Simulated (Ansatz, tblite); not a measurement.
# The cluster B2As3−: one state, many levels

How do method and basis change the picture of the cluster B2As3− (singlet)?

The runs use Ansatz 0.2.0, Gaussian basis; as each input shows.

Levels to be run: GFN1-xTB, GFN2-xTB, PBE-D4/def2-TZVPD, r2SCAN-D4/def2-TZVPD, B2PLYP/def2-TZVPD, BHLYP-D4/def2-TZVPD, PBE+10HF/def2-SVPD, PBE+15HF/def2-SVPD, PBE+40HF/def2-SVPD, PBE-D4/def2-SVPD, PBE0-D4/def2-SVPD, HF/6-31G, B3LYP-D4/6-31G, CCSD(T)/def2-SVPD, MP2/def2-TZVPD, RPA/def2-TZVPD.

3 further runs of the same task are left out: 3 set aside as unsound or not needed.

### 1 The geometry

The geometry is that of the singlet, from an earlier relaxation (PBE-D4/def2-SVPD). At that level it is the lowest of the isomers that a small search found.

5 atoms, charge -1, spin multiplicity 1.

Bond lengths: B1–B2 1.770 Å, B1–As4 1.933 Å, B1–As5 2.024 Å, B2–As3 1.962 Å, B2–As5 1.921 Å, As3–As4 2.517 Å. Angles: B2–B1–As4 120.2°, B2–B1–As5 60.4°, As4–B1–As5 159.7°, B1–B2–As3 73.9°, B1–B2–As5 66.4°, As3–B2–As5 137.1°, B2–As3–As4 90.7°, B1–As4–As3 58.9°, B1–As5–B2 53.2°.

The ion is computed in the gas phase, without counter-ions or solvent.

PBE0-D4/def2-TZVPD was run before; its log isn't repeated, and its numbers join the tables.

### 2 GFN1-xTB

Tight binding, by tblite at 300 K electronic temperature and without a spin-polarisation term:

```python
tblite.interface.Calculator('GFN1-xTB', numbers, positions, charge=-1, uhf=0).singlepoint()
```

Energy -272.2854 eV, HOMO -1.88 eV, LUMO -0.68 eV; 0.008 s.

### 3 GFN2-xTB

Tight binding, by tblite at 300 K electronic temperature and without a spin-polarisation term:

```python
tblite.interface.Calculator('GFN2-xTB', numbers, positions, charge=-1, uhf=0).singlepoint()
```

Energy -261.4616 eV, HOMO -1.87 eV, LUMO -0.60 eV; 0.009 s.

### 4 PBE-D4/def2-TZVPD

start.molden holds the orbitals of an earlier run on this state, given as this run's starting guess.

in.yaml

```yaml
crystal:
  periodic: [false, false, false]
  atoms:
    - {symbol: B, position_ang: [0.069253, 0.042072, -0.677565]}
    - {symbol: B, position_ang: [0.298071, -0.779778, 0.872895]}
    - {symbol: As, position_ang: [-1.185122, 0.477940, 1.135661]}
    - {symbol: As, position_ang: [-0.320897, 1.934769, -0.726225]}
    - {symbol: As, position_ang: [1.138695, -1.675002, -0.604767]}
basis:
  gaussian: {orbitals: def2-TZVPD, initial_orbitals: start.molden}
total_charge: -1
hamiltonian: {xc: pbe, dispersion: d4}
scf: {omitted_lower_state_checks: [starts]}
output: {forces: true, orbitals: {seedname: orbitals}}
```

On the command line:

```sh
$ ansatz run in.yaml --threads 4 --pin off --events-out ev --progress --plain --max-ram 4787MiB
```

Further steps of the session: r2SCAN-D4/def2-TZVPD; B2PLYP/def2-TZVPD; BHLYP-D4/def2-TZVPD; PBE+10HF/def2-SVPD; PBE+15HF/def2-SVPD; PBE+40HF/def2-SVPD; PBE-D4/def2-SVPD; PBE0-D4/def2-SVPD; HF/6-31G; B3LYP-D4/6-31G; CCSD(T)/def2-SVPD; MP2/def2-TZVPD; RPA/def2-TZVPD.

Before running them: what should the planned runs give, taken together? Wanted: gap in def2-TZVPD, named functionals, smallest and largest; gap over the share of exact exchange; correlation energy, CCSD(T)/def2-SVPD; correlation energy, MP2/def2-TZVPD; PBE0 total energy, smallest basis above largest.

The runs gave:

| quantity | value |
| --- | --- |
| gap in def2-TZVPD, named functionals, smallest and largest | 1.14 eV (PBE-D4), 3.97 eV (BHLYP-D4) |
| gap over the share of exact exchange | 1.13 eV at 0, 3.42 eV at 0.4 |
| correlation energy, CCSD(T)/def2-SVPD | -25.37 eV |
| correlation energy, MP2/def2-TZVPD | -27.44 eV |
| PBE0 total energy, smallest basis above largest | 23.81 eV (def2-SVPD, def2-TZVPD) |

**Reading.** Over the named functionals in def2-TZVPD the gap runs from 1.14 eV (PBE-D4) to 3.97 eV (BHLYP-D4); exact exchange widens it. Raising the share of exact exchange from 0 to 0.4 moves the HOMO by -1.34 eV and the LUMO by +0.95 eV. Notes on CCSD(T)/def2-SVPD: large T1 diagnostic.
